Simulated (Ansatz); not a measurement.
Born–Oppenheimer molecular dynamics of a periodic cell of 32 atoms, Tl4SnSe3 (host Tl4SnSe3, host structure I4/mcm). It starts from an unrelaxed structure (largest force component 0.33 eV/Å).

Method: DFT PBEsol, scalar-relativistic, plane waves, PAW in Ansatz 0.2.0. Settings: cutoff 420 eV, k mesh 1x1x1, fermi-dirac smearing 0.05 eV, no spin polarisation.

```
ensemble        : NPT, Langevin
time step       : 3 fs
steps asked     : 280
set temperature : 900 K
friction        : 0.02 /fs
pressure        : 20 GPa
seed            : 807564
```

Frames 60 fs apart, positions in Å, forces in eV/Å.

Velocities at 330 fs (Å/ps):

```
Tl 0.96 1.28 -1.07
Tl -1.75 0.55 0.56
Tl -3.44 -1.51 2.81
Tl 1.96 1.45 0.57
Tl 1.95 0.00 -2.38
Tl -0.20 2.01 -3.24
Tl 2.13 -1.71 -0.57
Tl 1.93 -3.10 0.74
Sn -0.40 -0.48 0.32
Sn 1.48 5.86 -2.75
Se 4.47 2.57 -0.23
Se -0.98 -0.48 3.47
Se -3.28 -0.04 2.20
Se 1.10 0.28 9.52
Se 4.70 0.47 2.68
Se 8.20 -0.35 0.95
Tl -3.61 1.92 -0.70
Tl 0.07 -0.38 2.91
Tl 1.13 3.18 -0.48
Tl 0.79 2.54 0.23
Tl 1.92 0.40 -2.87
Tl 0.70 0.56 0.33
Tl -0.42 -0.17 -0.64
Tl 1.25 1.27 2.35
Sn 1.58 -2.03 1.76
Sn -3.00 1.55 0.34
Se -1.42 -0.45 2.73
Se 1.86 -4.31 2.02
Se 0.58 -1.71 -4.77
Se 7.96 3.60 1.88
Se 2.40 -0.07 1.07
Se -3.67 1.64 -3.23
```

```xyz
32
Lattice="7.5423 0.0000 0.0000 0.0000 8.0855 0.0000 0.0000 0.0000 10.9507" Properties=species:S:1:pos:R:3:forces:R:3 time_fs=330 energy_less_start_eV=11.156 T=894
Tl 1.306 5.283 3.591 -0.63 -0.08 0.27
Tl 6.477 2.876 3.670 0.90 0.56 -0.24
Tl 2.796 1.013 3.670 -1.48 0.11 -0.19
Tl 5.023 6.650 3.657 -0.29 0.08 0.89
Tl 2.919 6.813 1.686 -0.68 0.01 -0.41
Tl 5.033 1.345 1.739 0.35 -0.08 -0.64
Tl 1.207 2.699 1.720 0.14 -0.20 -0.21
Tl 6.497 5.204 1.614 0.05 -0.51 1.05
Sn 0.285 -0.010 0.086 0.01 0.28 0.78
Sn -0.321 0.267 5.645 1.29 -0.02 0.01
Se 0.251 0.019 8.545 0.04 -0.14 0.01
Se -0.169 -0.131 3.148 0.95 -0.15 -0.37
Se 2.414 6.958 5.454 0.61 -0.05 -0.55
Se 0.974 5.496 -0.100 1.54 0.01 0.31
Se 1.302 2.836 5.325 0.26 -0.26 -0.38
Se 2.724 1.078 -0.120 -0.48 0.29 -0.44
Tl 4.900 1.047 9.232 0.85 0.46 -0.21
Tl 3.038 6.505 9.167 -0.45 0.14 -0.18
Tl 6.437 5.424 9.139 -0.63 0.50 -1.47
Tl 1.230 3.100 9.353 0.55 -1.07 -0.10
Tl 6.501 2.771 7.313 -0.04 -0.54 0.09
Tl 1.283 5.065 7.040 -0.09 0.49 0.65
Tl 5.032 7.109 6.955 -0.29 -0.87 0.45
Tl 2.589 1.075 7.224 -0.49 0.91 0.38
Sn 3.917 3.890 5.364 -0.95 0.60 1.10
Sn 3.853 4.209 0.079 -0.28 0.00 -0.18
Se 3.799 3.969 2.760 -0.02 -0.42 -0.22
Se 3.836 3.763 8.322 0.00 0.06 -0.82
Se 6.235 3.087 -0.308 -0.29 -0.71 0.77
Se 4.880 1.456 5.250 -0.26 -0.20 0.77
Se 5.295 7.009 0.074 -0.46 0.73 -0.38
Se 6.221 4.984 5.576 0.25 0.08 -0.58
32
Lattice="7.5727 0.0000 0.0000 0.0000 8.2995 0.0000 0.0000 0.0000 10.8155" Properties=species:S:1:pos:R:3:forces:R:3 time_fs=390 energy_less_start_eV=10.182 T=920
Tl 1.236 5.523 3.504 0.12 -0.10 0.81
Tl 6.568 2.920 3.550 0.06 0.30 0.03
Tl 2.538 1.107 3.725 0.89 -0.46 -0.68
Tl 5.066 6.806 3.658 -0.21 0.38 0.32
Tl 2.936 7.083 1.647 -0.01 0.74 0.51
Tl 5.160 1.411 1.574 -0.81 0.35 0.76
Tl 1.259 2.602 1.587 -0.19 0.51 0.19
Tl 6.491 5.289 1.633 -0.69 -0.11 -0.09
Sn 0.186 -0.173 0.304 1.74 0.46 -0.94
Sn -0.222 0.575 5.552 0.55 -0.82 0.91
Se 0.337 0.157 8.433 -0.09 -0.72 0.62
Se -0.103 0.041 3.105 0.18 -0.97 -0.31
Se 2.272 7.306 5.489 0.47 -0.19 -0.37
Se 1.249 5.433 0.214 -0.67 0.12 -0.50
Se 1.317 2.845 5.311 0.20 0.42 -0.11
Se 2.785 1.199 -0.188 -1.18 -0.31 0.25
Tl 4.845 1.193 9.029 1.69 -0.55 -0.17
Tl 2.966 6.704 9.220 -0.16 0.96 -1.33
Tl 6.576 5.724 8.898 -0.50 0.18 -0.18
Tl 1.261 3.228 9.245 0.26 -0.62 -0.11
Tl 6.585 2.846 7.271 -0.18 -0.18 -0.01
Tl 1.317 5.210 6.962 0.14 0.56 0.28
Tl 4.983 7.269 6.684 0.17 -0.50 0.64
Tl 2.671 1.264 7.231 -0.83 -0.03 -0.18
Sn 3.857 3.982 5.478 -0.22 0.43 0.09
Sn 3.763 4.482 0.005 0.98 -0.77 0.96
Se 3.830 4.013 2.736 0.00 0.03 -0.20
Se 4.064 3.754 8.344 -0.39 1.31 -1.04
Se 6.325 3.050 -0.259 -0.11 0.19 0.08
Se 4.874 1.595 5.295 -0.40 -0.17 -0.42
Se 5.375 7.469 0.024 -0.56 -1.31 -0.18
Se 6.332 4.975 5.364 -0.24 0.86 0.38
32
Lattice="7.5388 0.0000 0.0000 0.0000 8.6173 0.0000 0.0000 0.0000 10.7506" Properties=species:S:1:pos:R:3:forces:R:3 time_fs=450 energy_less_start_eV=9.014 T=918
Tl 1.123 5.856 3.423 0.74 -0.01 0.92
Tl 6.644 2.823 3.505 -0.30 0.61 1.48
Tl 2.501 1.060 3.723 0.55 0.98 -2.11
Tl 4.998 7.083 3.588 0.60 -0.06 0.94
Tl 3.017 7.513 1.643 -1.36 -0.05 0.35
Tl 5.273 1.443 1.527 -1.46 0.38 0.69
Tl 1.209 2.724 1.544 0.37 0.72 0.88
Tl 6.405 5.391 1.743 0.02 0.04 -0.39
Sn 0.179 -0.316 0.245 0.69 -0.04 -0.33
Sn -0.087 0.530 5.761 -0.68 -0.74 -0.95
Se 0.371 0.273 8.437 -0.05 -0.80 -0.40
Se 0.092 -0.011 2.890 -0.34 -0.71 0.59
Se 2.489 7.811 5.458 -1.00 -2.36 0.75
Se 1.249 5.654 0.151 0.08 0.07 -0.26
Se 1.315 2.841 5.340 -0.09 0.86 -0.39
Se 2.581 1.203 -0.117 0.15 -0.77 -0.26
Tl 4.894 1.263 8.918 0.38 -0.29 0.60
Tl 2.859 7.067 8.977 -0.03 0.17 -0.59
Tl 6.604 6.019 8.716 -0.44 0.04 0.31
Tl 1.257 3.165 9.117 0.32 0.59 0.06
Tl 6.517 2.817 7.172 -0.25 0.69 -0.30
Tl 1.278 5.352 6.871 0.16 0.96 -0.01
Tl 4.982 7.536 6.610 0.52 -0.34 0.61
Tl 2.623 1.380 7.168 0.30 -0.21 0.60
Sn 3.746 4.121 5.649 0.03 1.14 -1.66
Sn 3.984 4.769 0.107 -0.02 -0.21 -0.38
Se 3.789 4.149 2.641 -0.06 -0.19 0.23
Se 4.126 4.084 8.135 -0.34 0.63 0.80
Se 6.467 3.152 -0.146 -1.11 0.21 -0.69
Se 4.583 1.820 5.227 2.15 -0.49 0.09
Se 5.161 7.815 0.092 0.94 -1.53 -1.02
Se 6.309 5.117 5.380 -0.47 0.73 -0.18
32
Lattice="7.3960 0.0000 0.0000 0.0000 8.6960 0.0000 0.0000 0.0000 10.6856" Properties=species:S:1:pos:R:3:forces:R:3 time_fs=510 energy_less_start_eV=9.073 T=897
Tl 1.122 5.960 3.442 0.71 -1.06 0.56
Tl 6.708 2.673 3.693 -1.18 0.80 0.42
Tl 2.580 0.908 3.467 0.23 1.35 -0.09
Tl 5.015 7.095 3.600 -0.09 0.62 0.90
Tl 2.992 7.516 1.622 0.20 -1.20 0.09
Tl 5.184 1.357 1.521 -0.61 0.13 0.66
Tl 1.092 2.856 1.617 1.08 0.51 -0.15
Tl 6.275 5.516 1.754 0.17 -1.09 -0.67
Sn 0.414 -0.388 0.089 -0.76 -0.54 1.06
Sn 0.049 0.345 5.639 -0.66 -0.50 -1.29
Se 0.244 0.207 8.384 -0.38 -0.60 0.01
Se 0.111 -0.199 2.860 -0.71 0.11 0.19
Se 2.593 7.580 5.390 -1.29 -0.49 -0.47
Se 1.289 5.654 0.066 -0.10 0.05 -0.23
Se 1.509 2.873 5.231 -0.24 0.66 -0.17
Se 2.521 1.003 -0.009 0.28 0.74 -0.70
Tl 4.772 1.250 8.953 0.04 0.06 -0.06
Tl 2.827 7.165 8.920 -0.08 -0.07 -1.04
Tl 6.533 6.053 8.606 0.04 -0.67 -0.10
Tl 1.312 3.145 9.104 0.66 0.58 -0.12
Tl 6.445 2.753 7.119 0.05 0.74 -0.23
Tl 1.379 5.452 6.736 -0.88 0.37 0.78
Tl 4.896 7.537 6.651 0.97 0.38 0.82
Tl 2.501 1.277 7.126 0.99 0.04 0.18
Sn 3.696 4.260 5.544 0.74 -0.74 -1.69
Sn 3.993 4.705 0.031 0.02 -0.48 0.49
Se 3.722 3.987 2.804 -0.26 0.26 -0.17
Se 4.024 4.272 8.052 0.01 -0.14 0.45
Se 6.309 3.076 -0.294 -0.58 0.49 0.07
Se 4.603 1.669 5.128 0.82 -0.11 0.40
Se 5.198 7.643 -0.214 0.14 -0.28 0.39
Se 6.101 5.160 5.338 0.67 0.11 -0.27
32
Lattice="7.4076 0.0000 0.0000 0.0000 8.6335 0.0000 0.0000 0.0000 10.5946" Properties=species:S:1:pos:R:3:forces:R:3 time_fs=570 energy_less_start_eV=10.932 T=770
Tl 1.115 5.889 3.439 0.32 -1.36 -0.18
Tl 6.735 2.515 3.684 -0.42 2.24 -0.01
Tl 2.585 0.890 3.413 -0.55 0.93 -0.41
Tl 5.077 7.140 3.594 -1.29 0.28 0.36
Tl 3.019 7.281 1.613 0.47 -0.03 0.00
Tl 5.169 1.294 1.673 -0.55 -0.29 -0.76
Tl 1.083 3.004 1.537 0.31 0.15 0.61
Tl 6.263 5.459 1.790 0.15 -1.17 -1.01
Sn 0.458 -0.587 0.062 0.23 1.34 1.02
Sn 0.082 0.336 5.360 0.35 -0.20 2.43
Se 0.098 0.019 8.230 0.85 -0.13 0.68
Se -0.129 -0.242 3.070 1.35 -0.55 -2.45
Se 2.694 7.226 5.183 0.08 0.67 -0.18
Se 1.565 5.643 -0.050 -1.93 -1.23 -0.11
Se 1.583 2.993 5.170 -0.70 0.22 0.26
Se 2.481 1.246 -0.038 0.75 -1.12 -0.28
Tl 4.956 1.169 8.885 -0.23 -0.06 0.35
Tl 2.907 7.089 8.768 0.42 0.25 -0.60
Tl 6.569 6.010 8.359 0.26 -1.84 1.00
Tl 1.407 3.137 9.056 -0.60 0.85 -0.99
Tl 6.515 2.742 7.000 0.11 0.67 -0.10
Tl 1.518 5.467 6.705 -1.19 -0.59 1.20
Tl 5.025 7.509 6.675 -0.32 0.61 -0.28
Tl 2.613 1.135 7.194 -0.12 0.64 -0.92
Sn 3.780 4.244 5.143 1.03 -0.40 1.13
Sn 4.066 4.515 -0.038 0.34 0.39 0.70
Se 3.639 3.772 2.733 0.35 0.46 -1.16
Se 3.938 4.092 8.024 0.16 0.05 -1.25
Se 6.234 3.065 -0.265 0.46 -0.10 -0.17
Se 4.721 1.276 5.029 -0.08 0.52 0.56
Se 5.297 7.521 -0.222 -0.97 -0.40 0.66
Se 6.144 5.256 5.210 0.98 -0.81 -0.09
32
Lattice="7.4148 0.0000 0.0000 0.0000 8.7073 0.0000 0.0000 0.0000 10.5334" Properties=species:S:1:pos:R:3:forces:R:3 time_fs=630 energy_less_start_eV=10.937 T=1059
Tl 1.143 5.836 3.451 -0.41 -0.68 -0.49
Tl 6.801 2.666 3.746 -1.78 0.48 -1.13
Tl 2.459 0.969 3.377 -0.24 1.24 -0.36
Tl 4.989 7.380 3.495 1.36 -0.18 0.46
Tl 3.020 7.250 1.621 -0.96 -0.31 -0.99
Tl 5.047 1.348 1.685 0.07 0.18 -0.21
Tl 0.917 3.247 1.438 1.22 -1.37 0.47
Tl 6.249 5.404 1.777 0.41 0.44 -0.19
Sn 0.540 -0.389 0.148 0.60 0.07 0.13
Sn 0.051 0.504 5.475 0.01 -1.08 -0.65
Se 0.110 -0.152 8.173 0.52 -0.01 0.91
Se -0.051 -0.262 2.841 -0.04 -0.21 0.60
Se 2.838 7.096 4.957 -0.58 0.55 1.87
Se 1.630 5.309 -0.252 -1.21 1.33 0.64
Se 1.398 3.227 5.218 2.48 0.40 0.09
Se 2.743 1.200 -0.108 -0.95 0.36 0.04
Tl 5.113 1.213 8.816 -0.77 -0.99 0.23
Tl 3.006 7.016 8.453 0.45 0.56 0.74
Tl 6.586 5.992 8.311 -0.96 -1.37 1.62
Tl 1.417 3.166 8.753 -0.02 -0.97 0.17
Tl 6.602 2.896 6.996 -0.97 0.52 -0.34
Tl 1.361 5.514 6.787 0.29 0.09 -1.00
Tl 5.178 7.761 6.663 -0.58 -0.53 -0.91
Tl 2.511 1.026 7.268 0.51 0.57 -1.01
Sn 3.905 4.196 5.007 -0.03 -0.39 0.22
Sn 4.082 4.524 -0.210 -0.06 0.39 0.15
Se 3.804 4.095 2.351 -0.54 -0.63 0.62
Se 3.919 4.141 7.802 0.28 -0.16 -0.83
Se 6.207 3.166 -0.359 1.01 0.31 0.52
Se 4.537 1.275 5.134 0.66 1.14 -0.42
Se 5.164 7.322 -0.101 0.38 0.42 -0.64
Se 6.260 5.361 5.197 -0.14 -0.18 -0.32
32
Lattice="7.4289 0.0000 0.0000 0.0000 8.8123 0.0000 0.0000 0.0000 10.4303" Properties=species:S:1:pos:R:3:forces:R:3 time_fs=690 energy_less_start_eV=10.287 T=878
Tl 1.190 5.787 3.376 0.63 0.10 -0.45
Tl 6.803 2.775 3.816 0.31 0.43 -0.86
Tl 2.363 1.109 3.310 -0.08 0.59 -0.42
Tl 5.105 7.405 3.400 -0.56 -0.60 0.67
Tl 2.990 7.346 1.554 -0.51 -0.18 -0.56
Tl 5.096 1.378 1.741 -0.19 0.24 -0.65
Tl 0.887 3.416 1.448 1.84 -1.70 0.81
Tl 6.289 5.459 1.745 0.05 0.95 -0.37
Sn 0.675 -0.123 0.124 -0.52 -0.52 0.26
Sn 0.020 0.514 5.449 0.37 -0.26 -0.74
Se 0.219 -0.312 8.043 0.50 -0.32 0.90
Se -0.195 -0.207 2.782 1.48 -0.47 0.45
Se 2.922 7.140 4.931 -0.48 0.59 1.07
Se 1.523 5.409 -0.314 0.46 0.67 0.27
Se 1.795 3.455 5.226 -0.27 -0.49 -0.63
Se 2.759 1.219 -0.108 0.15 1.34 -0.24
Tl 5.211 1.264 8.781 -0.34 -0.78 0.68
Tl 3.061 7.056 8.270 0.84 0.19 1.22
Tl 6.478 5.911 8.291 -0.55 -0.55 0.74
Tl 1.360 3.157 8.471 0.15 0.05 0.94
Tl 6.494 3.000 6.854 -0.05 0.23 -0.23
Tl 1.307 5.730 6.653 0.14 -0.32 -0.24
Tl 5.233 7.980 6.575 -0.68 -1.15 -0.46
Tl 2.567 1.024 7.245 0.83 0.30 -1.20
Sn 4.224 4.132 4.919 -0.76 0.54 -0.49
Sn 4.101 4.618 -0.277 -0.65 0.37 -0.55
Se 3.910 4.061 2.188 -0.63 -0.41 0.95
Se 3.956 4.148 7.539 -0.01 0.29 0.37
Se 6.391 3.362 -0.329 -0.86 -0.28 -0.54
Se 4.569 1.284 4.929 0.30 0.70 -0.27
Se 5.255 7.468 -0.098 0.05 0.30 -0.34
Se 6.508 5.466 5.107 -0.94 0.17 -0.07
```

Of the whole run (840 fs, mean temperature of the second half 910 K): The conserved energy stayed within 0.34 meV per atom of its start (net change 0.027 meV per atom), so the integration is sound. A run of 0.84 ps of so small a system gives no equilibrium averages. Limits of this set-up: coarse k mesh. The cell's volume went from 964 to 671 Å³.

Run time: 12 min on 4 threads of Intel(R) Xeon(R) Platinum 8488C (Sapphire Rapids) (shared host), peak memory 1.3 GiB.
